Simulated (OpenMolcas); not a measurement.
# Sc²⁺ among point charges: CASSCF levels and susceptibility

How does a field of 6 point charges split the states of Sc²⁺, and what χT follows?

The numbers are computed with OpenMolcas 26.06 (state-averaged CASSCF, spin-orbit coupling by RASSI with atomic mean-field integrals), except any that are marked as measured or tabulated.

1 further run of the same task is left out (it didn't finish).

## (1) The atom as given

| Property | Result |
| --- | --- |
| Species | Sc²⁺ (scandium, Z = 21, 19 electrons) |
| Basis | ANO-RCC-VTZP [6s5p3d2f1g], 59 functions |
| Scalar Hamiltonian | DKH2, point nucleus |
| Inactive shells | 1s 2s 2p 3s 3p |
| Active space | 1 electron in 5 orbitals (3d) |
| Some configurations of this space | 3d |
| Orbitals | optimised for each spin and parity, averaged over all roots |

Outer shells as boxes (Hund's rule):

3d
```
3d [↑ ][  ][  ][  ][  ]
```

The ion sits among 6 point charges of -0.98 e arranged as a trigonal antiprism (D3d), 2.1 Å from the ion, with a polar angle of 52.6° against the regular 54.74°. The active orbitals were held to one l.

The work runs as a chain of OpenMolcas steps in one folder; each step below is one input file. Labels, J, g values, rates, χT and fits are worked out afterwards by a script from the matrices that RASSI stores. The input lists half of the charges; inversion (Group=XYZ) makes the rest.

## (2) One- and two-electron integrals

File a.inp:

```
&GATEWAY
Coord
1

Sc 0.0 0.0 0.0
Basis=ANO-RCC-VTZP
Group=XYZ
NoMove
AngMom=0.0 0.0 0.0
AMFI
XField
3 Angstrom 0
0.000000 1.667072 1.277056 -0.980000
1.443727 -0.833536 1.277056 -0.980000
1.443727 0.833536 -1.277056 -0.980000
&SEWARD
```

Run with:

```sh
$ OMP_NUM_THREADS=1 MOLCAS_MEM=1689 MOLCAS_PROJECT=a pymolcas a.inp > a.log
```

What it wrote:

```text
Basis set label: SC.ANO-RCC...6S5P3D2F1G.

      Electronic valence basis set:
      ------------------
      Associated Effective Charge  21.000000 au
      Associated Actual Charge     21.000000 au
      Nuclear Model: Point charge

      Shell  nPrim  nBasis  Cartesian Spherical Contaminant
         s      21       6        X
         p      15       5        X
         d      10       3                 X
         f       6       2                 X
         g       4       1                 X
                  Relativistic Douglas-Kroll-Hess integrals:
                    - DKH order of Hamiltonian: 2
                    - DKH order of Properties : 0
                  Atomic mean-field integrals
```

## (3) Reference wave functions, doublets of even parity, 5 roots

File a.inp:

```
&RASSCF
FileOrb=start.orb
Symmetry=1
Spin=2
nActEl=1 0 0
Inactive=3 6
Ras2=5 0
CIRoot=5 5 1
SDav=5
CIMx=300
Iter=120 100
PrWF=0.3
OrbListing=Nothing
MaxOrb=0
SupSym
1
15 4 5 6 7 8 12 13 14 15 16 17 18 19 20 21
0
LevShft=1.5
>>> COPY $Project.JobIph JOB001
```

start.orb holds the contracted functions of the basis, ordered by shell, or the orbitals of the step before.

What it wrote, cut to the lines that bear on the results:

```text
[...]
      Number of active orbitals                  5
[...]
      Spin quantum number                      0.5
[...]
      Active orbitals                            5   0
[...]
      Number of CSFs                             5
      Number of root(s) required                 5
[...]
      Convergence after 14 iterations
[...]
      Natural orbitals and occupation numbers for root  1
      sym 1:  -0.000000   0.000000   0.000000  -0.000000   1.000000
      Natural orbitals and occupation numbers for root  2
      sym 1:   0.000000   1.000000  -0.000000   0.000000  -0.000000
      Natural orbitals and occupation numbers for root  3
      sym 1:   0.000000  -0.000000   1.000000   0.000000   0.000000
::    RASSCF root number  1 Total energy:   -765.61693681
::    RASSCF root number  2 Total energy:   -765.61693680
::    RASSCF root number  3 Total energy:   -765.61063290
::    RASSCF root number  4 Total energy:   -765.58142842
::    RASSCF root number  5 Total energy:   -765.58142841
```

## (4) State interaction with spin-orbit coupling

File a.inp:

```
&RASSI
NrOfJobIphs=1 5
1 2 3 4 5
IphNames
JOB001
EJob
SpinOrbit
DIPRint=1.0
SOCoupling=1000.0
Subsets=2
Property=9
'ANGMOM' 1 'ANGMOM' 2 'ANGMOM' 3 'MLTPL  1' 1 'MLTPL  1' 2 'MLTPL  1' 3
'AMFI' 1 'AMFI' 2 'AMFI' 3
SOProperty=3
'ANGMOM' 1 'ANGMOM' 2 'ANGMOM' 3
```

What it wrote, cut to the lines that bear on the results:

```text
SPIN-FREE ENERGIES:
  (Shifted by EMIN (a.u.) =       -765.6169368087)
 SF State       Relative EMIN(au)   Rel lowest level(eV)    D:o, cm**(-1)      L_eff
     1             0.0000000000        0.0000000000              0.0000         2.0
     2             0.0000000124        0.0000003366              0.0027         2.0
     3             0.0063039059        0.1715380191           1383.5474         2.0
     4             0.0355083852        0.9662323856           7793.1898         2.0
     5             0.0355083992        0.9662327655           7793.1928         2.0
     Dipole printing threshold changed to   1.00000000E+00
Eigenvalues of complex Hamiltonian:
   -----------------------------------
  (Shifted by EMIN (a.u.) =       -765.6169368087)
 SO State       Relative EMIN(au)   Rel lowest level(eV)    D:o, cm**(-1)     J-value
     1            -0.0002107702        0.0000000000              0.0000         1.3
     2            -0.0002107702        0.0000000000              0.0000         1.3
     3             0.0001985419        0.0111379495             89.8336         1.3
     4             0.0001985419        0.0111379495             89.8336         1.3
     5             0.0063054791        0.1773161786           1430.1514         2.1
     6             0.0063054791        0.1773161786           1430.1514         2.1
     7             0.0354638691        0.9707563888           7829.6783         1.7
     8             0.0354638691        0.9707563888           7829.6783         1.7
     9             0.0355635829        0.9734697406           7851.5630         1.7
    10             0.0355635829        0.9734697406           7851.5630         1.7
Weights of the five most important spin-orbit-free states for each spin-orbit state.
[...]
```

These steps took 9.1 s in all on 1 thread of Arm Neoverse V1, shared host.

Spin-free states, with their symmetry labels:

| state | degeneracy | E (cm-1) | free-ion L (%) |
| --- | --- | --- | --- |
| 2E | 2 | 0 | D (100) |
| 2A1 | 1 | 1384 | D (100) |
| 2E | 2 | 7793 | D (100) |

With spin-orbit coupling:

```tsv
E (cm-1)	Degeneracy	Label	2S+1	g
0.0	2	E3/2	2	0.00 0.00 0.59
89.8	2	E1/2	2	0.08 0.08 4.52
1430	2	E1/2	2	1.99 2.02 2.02
7830	2	E1/2	2	0.05 0.05 1.47
7852	2	E3/2	2	0.00 0.00 2.59
```

Principal g values are given for doublets only; a zero marks a field direction without first-order Zeeman splitting.

Powder χT (cm³ K/mol): 0.02 at 2 K, 0.03 at 5 K, 0.05 at 10 K, 0.09 at 20 K, 0.22 at 50 K, 0.37 at 100 K, 0.45 at 150 K, 0.49 at 200 K, 0.52 at 250 K, 0.54 at 300 K.

## (5) Results

```
                                            quantity                              value
                                              method                             CASSCF
                              spin-free ground state     2E, 2-fold in its orbital part
first state of the same spin within the active space                   2A1 at 1380 cm⁻¹
                                        lowest level  2-fold E3/2, g = 0.00, 0.00, 0.59
                                          next level                          89.8 cm⁻¹
                                         χT at 300 K                     0.54 cm³ K/mol
                           effective moment at 300 K                            2.08 μB
```

In words: The spin-free ground state (2E) comes to 100 % from free-ion D terms and keeps the highest spin of the shell. χT at 300 K is 0.54, against 0.38 cm³ K/mol for the spin alone, so orbital moment adds to it. The field of point charges can differ much from that of real complexes. Point charges carry no covalency, so the field is a model and not that of real ligands.
